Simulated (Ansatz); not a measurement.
# Au: strong compression

An exercise on one series of results from a longer session: the logs are not shown, and one member is left open.

Computed with Ansatz 0.2.0 (DFT r²SCAN, with the methods named in each step, unless a step's input says otherwise).

## Starting point

The structure is cubic, space group Fm-3m (No. 225). Conventional cell: a = 4.078 Å, b = 4.078 Å, c = 4.078 Å, α = 90.00°, β = 90.00°, γ = 90.00°. Au (site symmetry m-3m) has 12 Au at 2.88 Å as nearest neighbours.

As a file:

```cif
data_structure
_symmetry_space_group_name_H-M 'P 1'
_symmetry_Int_Tables_number 1
_cell_length_a 2.8833
_cell_length_b 2.8833
_cell_length_c 2.8833
_cell_angle_alpha 60.000
_cell_angle_beta 60.000
_cell_angle_gamma 60.000
_cell_volume 16.95
loop_
_atom_site_label
_atom_site_type_symbol
_atom_site_fract_x
_atom_site_fract_y
_atom_site_fract_z
_atom_site_occupancy
Au1 Au 0.00000 0.00000 0.00000 1
```

Whether this phase is the stable one at these pressures isn't tested.

The first run:

input.yaml

```yaml
crystal:
  lattice:
    - [0.0, 2.0388247748, 2.0388247748]
    - [2.0388247748, 0.0, 2.0388247748]
    - [2.0388247748, 2.0388247748, 0.0]
  atoms:
    - { symbol: Au, position: [0.0, 0.0, 0.0] }
kpoints:
  mp_grid: { grid: [16, 16, 16] }
scf:
  occupations: { method: fermi_dirac, width: 0.05 }
hamiltonian:
  xc: r2scan
  pseudopotentials: { kind: paw }
output:
  forces: true
  stress: true
relax:
  f_tol: 0.005
  max_steps: 40
  cell: {}
```

Command:

```
ansatz run input.yaml --threads 1 --pin off --max-ram 2048MiB --backend cpu --events-out ev --progress --plain --runs-dir out
```

Among the steps run: Cell relaxed at zero pressure, PAW; Volume scaled by 1, PAW; Volume scaled by 0.94, PAW; Volume scaled by 0.88, PAW; Volume scaled by 0.8, PAW; Volume scaled by 0.72, PAW; Volume scaled by 0.64, PAW; Volume scaled by 0.55, PAW; Volume scaled by 0.55, PAW (level accurate); Volume scaled by 0.45, PAW; Volume scaled by 0.45, PAW (core large).

One of the session's tables, all rows but one given; the rest of the session is left out.

| method | volume over the first | volume (Å³/atom) | pressure (GPa) |
| --- | --- | --- | --- |
| PAW | 1 | 17.534 | 0.02 |
| PAW | 0.94 | ? | ? |
| PAW | 0.88 | 15.430 | 28.83 |
| PAW | 0.8 | 14.027 | 66.03 |
| PAW | 0.72 | 12.625 | 130.18 |
| PAW | 0.64 | 11.222 | 243.24 |
| PAW | 0.55 | 9.644 | 486.62 |
| PAW | 0.45 | 7.890 | 1083.32 |
| PAW (core large) | 0.45 | 7.890 | 1092.26 |
| PAW (level accurate) | 0.55 | 9.644 | 486.99 |

**Question.** Estimate the row for PAW, 0.94.

As computed: volume (Å³/atom): 16.482; pressure (GPa): 11.51. In the column «volume (Å³/atom)» it lies between PAW, 0.88 (15.430) and PAW, 1 (17.534).

To keep in mind: Warnings in the runs' records: accurate level unavailable, datasets by core.
